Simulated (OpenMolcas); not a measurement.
# CHBrF2 (bromodifluoromethane) at 6 levels

We compute a comparison of 6 runs (BLYP/aug-cc-pVDZ, M06-2X/aug-cc-pVDZ, PBE/aug-cc-pVDZ, PBE0/aug-cc-pVDZ, SVWN5/aug-cc-pVDZ, CCSD(T)/aug-cc-pVDZ) of CHBrF2 (bromodifluoromethane). 

The results are computed with OpenMolcas 26.06.

1 further run of the same task is left out (set aside as unsound or not needed).

## 1. The system as given

CHBrF2: 5 atoms, total charge 0, spin state singlet. SMILES: `FC(F)Br`. Geometry: relaxed at PBE0-D4/def2-TZVP.

Bond lengths: F1–C2 1.332 Å, C2–F3 1.332 Å, C2–Br4 1.938 Å, C2–H5 1.090 Å. Angles: F1–C2–F3 108.5°, F1–C2–Br4 109.7°, F3–C2–Br4 109.7°, F1–C2–H5 110.3°, F3–C2–H5 110.3°, Br4–C2–H5 108.2°.

## 2. Energy and forces at BLYP/aug-cc-pVDZ (run 1)

The input, run.inp:

```
* CHBrF2 Kohn-Sham DFT

&gateway
 baslib=$CurrDir
 basisset
 F.aug-cc-pVDZ....
 F1 0.174340 -0.623850 1.201130 angstrom
 F3 0.707870 -0.753840 -0.890480 angstrom
 End of Basis
 basisset
 C.aug-cc-pVDZ....
 C2 0.141760 0.019230 0.034970 angstrom
 End of Basis
 basisset
 Br.aug-cc-pVDZ....
 Br4 -1.695370 0.389750 -0.456680 angstrom
 End of Basis
 basisset
 H.aug-cc-pVDZ....
 H5 0.671400 0.968700 0.111060 angstrom
 End of Basis

&seward
 gridinput
 Grid=UltraFine
 End of Grid

&scf
 ksdft=BLYP
 thresholds=1e-10 1e-07 1e-07 1e-05
 prorbitals=0

&alaska
```

The basis set aug-cc-pVDZ is read from a file made from the Basis Set Exchange's data (not shown).

Launch:

```
$ export MOLCAS_MEM=1860
$ pymolcas run.inp > run.log
```

The log of the run:

```text
--- Start Module: gateway ---
[...]
--- Stop Module: gateway /rc=_RC_ALL_IS_WELL_ ---
[...]
      Basis functions          114
[...]
--- Start Module: scf ---
[...]
       Convergence after  17 Iterations
[...]
::    Total KS-DFT energy                           -2812.5417778338
[...]
      Total spin, S                                     0.0000000000
[...]
      Total electronic charge=   60.000000
      Total            charge=   -0.000000
[...]
      Dipole Moment (debye):
      Origin of the operator (angstrom)=   -0.8825    0.0446   -0.2279
                   X=  6.5942E-01               Y=  1.1363E+00               Z=  9.7640E-02           Total=  1.3174E+00
      Quadrupole Moment (debye*angstrom):
[...]
--- Stop Module: scf /rc=_RC_ALL_IS_WELL_ ---
[...]
--- Start Module: alaska ---
[...]
 *              Molecular gradients               *
 **************************************************
  Irreducible representation: a
 ------------------------------------------------------------------------------------------
                              X                       Y                       Z
 ------------------------------------------------------------------------------------------
  F1               -1.27761928661929E-03    1.49207277892085E-02   -2.89696448466117E-02
  F3               -1.45027795135775E-02    1.81392122379904E-02    2.28835340824531E-02
  C2                1.60587673730817E-03   -2.04904059901372E-02    1.68944290359629E-03
  BR4               1.91495323120350E-02   -4.35503156393224E-03    5.15518788141023E-03
  H5               -4.97501024927161E-03   -8.21450247313305E-03   -7.58520020902931E-04
 ------------------------------------------------------------------------------------------
--- Stop Module: alaska /rc=_RC_ALL_IS_WELL_ ---
[...]
```

Wall time 49 s (1 thread of Arm Neoverse V2, shared host); peak memory 0.69 GiB.

## 3. Energy and gradient at M06-2X/aug-cc-pVDZ (run 2)

The input, coord.xyz:

```xyz
5

F      0.174340    -0.623850     1.201130
C      0.141760     0.019230     0.034970
F      0.707870    -0.753840    -0.890480
Br    -1.695370     0.389750    -0.456680
H      0.671400     0.968700     0.111060
```

The input, calc.input:

```
&gateway
  baslib=$CurrDir
  coord=coord.xyz
  basis=aug-cc-pVDZ
  group=NoSym

&seward
  gridinput
  Grid=UltraFine
  End of Grid

&scf
  ksdft=M062X
  thresholds=1e-10 1e-07 1e-07 1e-05
  prorbitals=1 2

&alaska
```

The basis set aug-cc-pVDZ is read from a file made from the Basis Set Exchange's data (not shown).

Launch:

```
$ export MOLCAS_MEM=1860
$ pymolcas calc.input > calc.log
```

The log of the run:

```text
--- Start Module: gateway ---
[...]
--- Stop Module: gateway /rc=_RC_ALL_IS_WELL_ ---
[...]
      Basis functions          114
[...]
--- Start Module: scf ---
[...]
       Convergence after  13 Iterations
[...]
::    Total KS-DFT energy                           -2812.5125318092
[...]
      Total spin, S                                     0.0000000000
[...]
      Total electronic charge=   60.000000
      Total            charge=   -0.000000
[...]
      Dipole Moment (debye):
      Origin of the operator (angstrom)=   -0.8825    0.0446   -0.2279
                   X=  6.7988E-01               Y=  1.2721E+00               Z=  9.4415E-02           Total=  1.4455E+00
      Quadrupole Moment (debye*angstrom):
[...]
--- Stop Module: scf /rc=_RC_ALL_IS_WELL_ ---
[...]
--- Start Module: alaska ---
[...]
 *              Molecular gradients               *
 **************************************************
  Irreducible representation: a
 ------------------------------------------------------------------------------------------
                              X                       Y                       Z
 ------------------------------------------------------------------------------------------
  F1                4.84962388163090E-04    4.33529514508990E-03   -6.01819544687743E-03
  C2                2.02808076559080E-03   -8.00001699016395E-03    1.02157531139024E-03
  F3               -2.31456200194380E-03    5.01346418261939E-03    4.96365568198343E-03
  BR4               1.16179801231198E-03    6.96603915635308E-04    2.52878066435258E-04
  H5               -1.36027916411008E-03   -2.04534625330322E-03   -2.19913612809819E-04
 ------------------------------------------------------------------------------------------
--- Stop Module: alaska /rc=_RC_ALL_IS_WELL_ ---
[...]
```

It took 55 s on 1 thread of Arm Neoverse V2, shared host; peak memory 0.69 GiB.

Runs 3 to 5 aren't shown in full; the table further down has their settings and results.

## 4. The energy at CCSD(T)/aug-cc-pVDZ (Cholesky decomposition) (run 6)

The input, struct.xyz:

```xyz
5

F      0.174340    -0.623850     1.201130
C      0.141760     0.019230     0.034970
F      0.707870    -0.753840    -0.890480
Br    -1.695370     0.389750    -0.456680
H      0.671400     0.968700     0.111060
```

The input, job.inp:

```
>>> EXPORT MOLCAS_PRINT=2

&gateway
 baslib=$CurrDir
 coord=struct.xyz
 basis=aug-cc-pVDZ
 group=NoSym

&seward
 high

&scf
 thresholds=1e-10 1e-07 1e-07 1e-05
 prorbitals=0

&chcc
 frozen=12
 threshold=1e-08
 maxiterations=80

&cht3
 frozen=12
```

The basis set aug-cc-pVDZ is read from a file made from the Basis Set Exchange's data (not shown).

Launch:

```
$ export MOLCAS_MEM=1860
$ pymolcas job.inp > job.log
```

The log of the run:

```text
--- Start Module: gateway ---
[...]
--- Stop Module: gateway /rc=_RC_ALL_IS_WELL_ ---
[...]
      Basis functions          114
[...]
       Convergence after  13 Iterations
[...]
::    Total SCF energy                              -2809.7324466879
[...]
      Total spin, S                                     0.0000000000
[...]
      Total electronic charge=   60.000000
      Total            charge=   -0.000000
[...]
      Dipole Moment (debye):
      Origin of the operator (angstrom)=   -0.8825    0.0446   -0.2279
                   X=  6.5430E-01               Y=  1.4358E+00               Z=  7.7723E-02           Total=  1.5798E+00
      Quadrupole Moment (debye*angstrom):
[...]
--- Start Module: chcc ---
[...]
--- Stop Module: chcc /rc=_RC_ALL_IS_WELL_ ---
[...]
--- Start Module: cht3 ---
[...]
--- Stop Module: cht3 /rc=_RC_ALL_IS_WELL_ ---
[...]
```

Run time: 10 min. Hardware: 1 thread of Arm Neoverse V2, shared host; peak memory 0.3 GiB.

## 5. All runs side by side

```csv
run,level,integral approximation,task,energy (Eh),dipole moment (D) of the reference,HOMO energy (eV),LUMO energy (eV),wall time
1,BLYP/aug-cc-pVDZ,none,gradient,-2812.541778,1.32,-7.36,-1.64,49 s
2,M06-2X/aug-cc-pVDZ,none,gradient,-2812.512532,1.45,-10.12,-0.20,55 s
3,PBE/aug-cc-pVDZ,none,gradient,-2811.929221,1.31,-7.51,-1.68,44 s
4,PBE0/aug-cc-pVDZ,none,gradient,-2812.017019,1.38,-8.87,-0.73,41 s
5,SVWN5/aug-cc-pVDZ,none,gradient,-2807.389726,1.34,-7.67,-1.88,36 s
6,CCSD(T)/aug-cc-pVDZ (Cholesky decomposition),CD high,energy,-2810.459748,1.58,-11.98,0.97,10 min
```

## 6. Outcome

| quantity | value |
| --- | --- |
| run 6: total energy | -2810.45975 Eh |
| run 6: dipole moment (mean-field density) | 1.58 D |
| run 6: HOMO energy (Hartree–Fock orbitals) | -11.98 eV |
| run 6: LUMO energy (Hartree–Fock orbitals) | 0.97 eV |
| run 6: HOMO–LUMO gap (Hartree–Fock orbitals) | 12.95 eV |
| run 6: correlation energy (12 core orbitals frozen) | -727.3 mEh |
| run 6: (T) correction | -20.63 mEh |

In words: Over runs 1, 2, 3, 4, 5 the dipole moment (its size) runs from 1.31 D (PBE/aug-cc-pVDZ) to 1.45 D (M06-2X/aug-cc-pVDZ). Over runs 1, 2, 3, 4, 5 the HOMO–LUMO gap runs from 5.72 eV (BLYP/aug-cc-pVDZ) to 9.91 eV (M06-2X/aug-cc-pVDZ). Totals of different functionals can't be ranked against each other. All runs together took 14 min, the longest 10 min.
